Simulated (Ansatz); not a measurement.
Write a Python script for the Python package of Ansatz (0.2.0) that makes a geometry optimisation of AlCl₂GeH₃, SMILES [Cl][Al]([Cl])[GeH3]. Use: PBE0, def2-SVP basis, multiplicity 1.

```xyz
7

Cl   -0.4988   -2.7642    1.3476
Al    0.5808   -0.9382    0.6844
Cl    2.6905   -0.7291    1.1918
Ge   -0.4536    0.8202   -0.6118
H    -1.0670    0.1982   -1.9467
H    -1.7046    1.4066    0.2151
H     0.5139    1.9383   -0.9262
```

`alcl2geh3_opt.py`:
```python
"""Relax the AlCl2GeH3 molecule."""

import itertools

import ansatz
from ase.data import atomic_numbers, covalent_radii
import numpy as np

BASIS_SET = "def2-SVP"
XC = "PBE0"

alcl2geh3 = (
    ansatz.Crystal.molecule()
    .atom("Cl", [-0.4988, -2.7642, 1.3476])
    .atom("Al", [0.5808, -0.9382, 0.6844])
    .atom("Cl", [2.6905, -0.7291, 1.1918])
    .atom("Ge", [-0.4536, 0.8202, -0.6118])
    .atom("H", [-1.067, 0.1982, -1.9467])
    .atom("H", [-1.7046, 1.4066, 0.2151])
    .atom("H", [0.5139, 1.9383, -0.9262])
)

setup = (
    alcl2geh3.calculation()
    .basis(gaussian=BASIS_SET)
    .functional(XC)
)
symbols = [site.symbol for site in alcl2geh3.cartesian_sites]
start = np.array([site.position_ang for site in alcl2geh3.cartesian_sites], dtype=float)
def progress(event):
    if event["event"] == "relax_step":
        row = event["data"]
        print(f"step {row['step']:3d}  E = {row['lagrangian_ev']:.6f} eV  largest force component {row['allowed_force_max_ev_ang']:.4f} eV/A")


r = setup.relax(force_tolerance=0.01).session().plan().execute(on_event=progress).report
end = np.array(r["positions_ang"])

print(f"E = {r['free_energy_ev']:.6f} eV = {r['free_energy_ev'] / 27.211386246:.7f} Ha")
print("converged:", r["converged"], " doubts:", r["published_state_doubts"] or "none")

# pairs closer than 1.2 times the sum of covalent radii, before or after
radius = [covalent_radii[atomic_numbers[s]] for s in symbols]
span = lambda where, i, j: np.linalg.norm(where[i] - where[j])
bonded = [(i, j) for i, j in itertools.combinations(range(len(symbols)), 2) if min(span(start, i, j), span(end, i, j)) < 1.2 * (radius[i] + radius[j])]
print("pair        before    after (A)")
for i, j in bonded:
    print(f"{symbols[i]}{i}-{symbols[j]}{j}".ljust(10), f"{span(start, i, j):8.4f} {span(end, i, j):8.4f}")
for first, second in list(itertools.combinations(bonded, 2)):
    shared = set(first) & set(second)
    if shared and symbols[(j := shared.pop())] != "H":
        i, k = sorted((set(first) | set(second)) - {j})
        u, v = end[i] - end[j], end[k] - end[j]
        angle = np.degrees(np.arccos(np.clip(u @ v / np.linalg.norm(u) / np.linalg.norm(v), -1, 1)))
        print(f"final angle {symbols[i]}{i}-{symbols[j]}{j}-{symbols[k]}{k}: {angle:.2f} deg")

charges = r["charge_distribution"]
print("dipole moment", round(4.803205 * float(np.linalg.norm(charges["dipole_moment_e_ang"])), 3), "D")
print("Mulliken:", [(s, round(q, 3)) for s, q in zip(symbols, charges["mulliken_charges_e"])])
```

```console
$ python alcl2geh3_opt.py
step   1  E = -88177.560989 eV  largest force component 1.6814 eV/A
step   2  E = -88177.796080 eV  largest force component 0.3074 eV/A
step   3  E = -88177.804033 eV  largest force component 0.0662 eV/A
step   4  E = -88177.804811 eV  largest force component 0.0109 eV/A
step   5  E = -88177.804945 eV  largest force component 0.0130 eV/A
step   6  E = -88177.805005 eV  largest force component 0.0059 eV/A
E = -88177.805034 eV = -3240.4745659 Ha
converged: True  doubts: none
pair        before    after (A)
Cl0-Al1      2.2225   2.1014
Al1-Cl2      2.1799   2.1008
Al1-Ge3      2.4170   2.4539
Ge3-H4       1.5953   1.5405
Ge3-H5       1.6102   1.5406
Ge3-H6       1.5116   1.5386
final angle Cl0-Al1-Cl2: 116.20 deg
final angle Cl0-Al1-Ge3: 121.14 deg
final angle Cl2-Al1-Ge3: 122.66 deg
final angle Al1-Ge3-H4: 110.26 deg
final angle Al1-Ge3-H5: 110.22 deg
final angle Al1-Ge3-H6: 111.39 deg
final angle H4-Ge3-H5: 107.69 deg
final angle H4-Ge3-H6: 108.60 deg
final angle H5-Ge3-H6: 108.58 deg
dipole moment 1.484 D
Mulliken: [('Cl', -0.268), ('Al', 0.675), ('Cl', -0.267), ('Ge', -0.047), ('H', -0.031), ('H', -0.031), ('H', -0.031)]
```

Caveats:
- Total energies depend on the basis set; only differences at equal settings carry meaning.
- The end point is the stationary point reached from this start; no frequency run checks that it is a minimum, and the basis set is modest.
- It ran for 60 s on 1 thread of Arm Neoverse N1, with other jobs on the host, peak memory 0.31 GiB.
